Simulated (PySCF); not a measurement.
# F2Ge2H6P2 ((GeH3)2PPF2): the cost of one run

Programs: PySCF 2.14.0, with density-fitted response routines of our own. Each step states its level of theory. These are calculated values for one molecule in the gas phase, unless marked as measured. Atoms count from 0, in the outputs and in this text.

## Step 1: The molecule as given

12 atoms, charge 0, multiplicity 1; geometry from: GFN2-xTB.

Bonds of the start (Å): F0–P1 1.62, P1–F2 1.62, P1–P3 2.17, P3–Ge4 2.31, P3–Ge5 2.31, Ge4–H6 1.50, Ge4–H7 1.50, Ge4–H8 1.50, Ge5–H9 1.50, Ge5–H10 1.50, Ge5–H11 1.50.

## Step 2: Optimising the geometry at PBE0-D3(BJ)/def2-SVP

The job: settings as JSON, then the geometry in Å.

```
{"job": {"xc": "PBE0", "basis": "def2-SVP", "d3": "d3bj", "grid": 1, "kind": "geom"}, "charge": 0, "multiplicity": 1}
F      2.439769    -1.326087     1.245908
P      0.825613    -1.289141     1.161863
F      0.689467    -2.845726     0.745220
P      0.645592    -0.429261    -0.827775
Ge    -1.655011    -0.548695    -0.612943
Ge     0.862885     1.670499     0.118785
H     -2.319642     0.298529    -1.656505
H     -2.200884    -0.115781     0.719893
H     -2.104795    -1.961000    -0.835241
H      0.071602     1.895292     1.377420
H      0.444668     2.728745    -0.857724
H      2.301935     1.921940     0.453950
```

Run with:

```
$ OMP_NUM_THREADS=1 python probes_run.py task.json out
```

The driver reads the jobs from task.json and runs them one after another.

**Question.** How long does this first job take on 1 thread of AMD EPYC 9R45, shared host, and how much memory does it need?

About 2.4 min, with a peak of 0.77 GiB.
